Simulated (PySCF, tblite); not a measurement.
**C3H12N2Si2: geometry, infrared bands and NMR shifts**

Aim: predict the infrared bands and NMR shifts of C3H12N2Si2 (`CN1[SiH2]CNC[SiH2]1`).

The runs use tblite 0.8.0 and PySCF 2.14.0, with density-fitted response routines of our own; the level of theory stands in each step. All values are computed, except where a source is named. Atoms count from 0, in the outputs and in this text.

## Step 1: The molecule as given

19 atoms, charge 0, multiplicity 1; geometry from: force field or distance geometry start.

Bonds of the start (Å): C0–N1 1.46, N1–Si2 1.75, Si2–C3 1.86, C3–N4 1.44, N4–C5 1.44, C5–Si6 1.85, Si6–N1 1.77, C0–H7 1.11, C0–H8 1.11, C0–H9 1.10, Si2–H10 1.48, Si2–H11 1.48, C3–H12 1.09, C3–H13 1.12, N4–H14 1.04, C5–H15 1.10, C5–H16 1.11, Si6–H17 1.47, Si6–H18 1.48.

## Step 2: Geometry optimisation with GFN2-xTB

The job: settings as JSON, then the geometry in Å.

```
{"job": {"kind": "relax", "xc": "GFN2-xTB", "basis": "xTB"}, "charge": 0, "multiplicity": 1}
C      2.062100    -0.831200    -0.511100
N      1.109500    -0.421300     0.521300
Si    -0.313200    -1.434600     0.399500
C     -1.879100    -0.526400    -0.041300
N     -1.827000     0.805100     0.496700
C     -0.880000     1.578500    -0.266800
Si     0.846600     1.316900     0.350100
H      1.620800    -0.579800    -1.503700
H      2.991600    -0.236700    -0.406100
H      2.299600    -1.899400    -0.396700
H     -0.526000    -2.122000     1.689000
H     -0.058100    -2.440600    -0.656700
H     -2.134700    -0.589900    -1.098300
H     -2.711300    -1.038700     0.511600
H     -1.497500     0.763000     1.486500
H     -1.097800     2.657900    -0.257300
H     -0.911600     1.228500    -1.315000
H      1.788000     1.812500    -0.663300
H      1.108400     1.967600     1.654100
```

The run is started by

```console
> OMP_NUM_THREADS=1 python probes_run.py task.json out
```

One launch serves the whole session: the jobs run in the order shown.

**Question.** This job is followed by: GFN2-xTB harmonic vibrations, gas phase; GIAO PBE0/pcSseg-1 NMR shielding, non-relativistic, gas phase. What will the session give for the following? strongest single infrared mode (GFN2-xTB); zero-point energy (GFN2-xTB); 13C shifts against TMS (PBE0/pcSseg-1, means over atoms taken as alike); 1H shifts against TMS (PBE0/pcSseg-1, means over atoms taken as alike); 15N shifts against NH3 (PBE0/pcSseg-1); 29Si shifts against TMS (PBE0/pcSseg-1, means over atoms taken as alike).

**Answer**, as computed:

| quantity | value |
| --- | --- |
| strongest single infrared mode (GFN2-xTB) | 2185 cm⁻¹, 937 km/mol |
| zero-point energy (GFN2-xTB) | 92.7 kcal/mol |
| 13C shifts against TMS (PBE0/pcSseg-1, means over atoms taken as alike) | 36.6, 36.2 ppm |
| 1H shifts against TMS (PBE0/pcSseg-1, means over atoms taken as alike) | 4.54, 2.75, 2.66, -0.54 ppm |
| 15N shifts against NH3 (PBE0/pcSseg-1) | 24.6, -4.5 ppm |
| 29Si shifts against TMS (PBE0/pcSseg-1, means over atoms taken as alike) | -41.4 ppm |

**Reading.** The optimisation took 121 steps and gained 0.940 eV; among the close pairs (by a distance rule), C5–Si6 changed most, from 1.852 to 1.911 Å. All 51 modes are real, so the xTB geometry is a minimum. The strongest single mode, at 2185 cm⁻¹, moves mainly H10, H18 and H11. GFN2-xTB is a fitted tight-binding method: band positions and strengths are rough. Its intensities can rank the bands wrongly. C3, C5 (mean) (sp3 CH2 bonded to N and Si) lies farthest downfield among carbon, at 36.6 ppm; pulled downfield by the heteroatom. At PBE0/pcSseg-1: The largest span, 114 ppm, is at N4, where the paramagnetic term is -76 ppm.
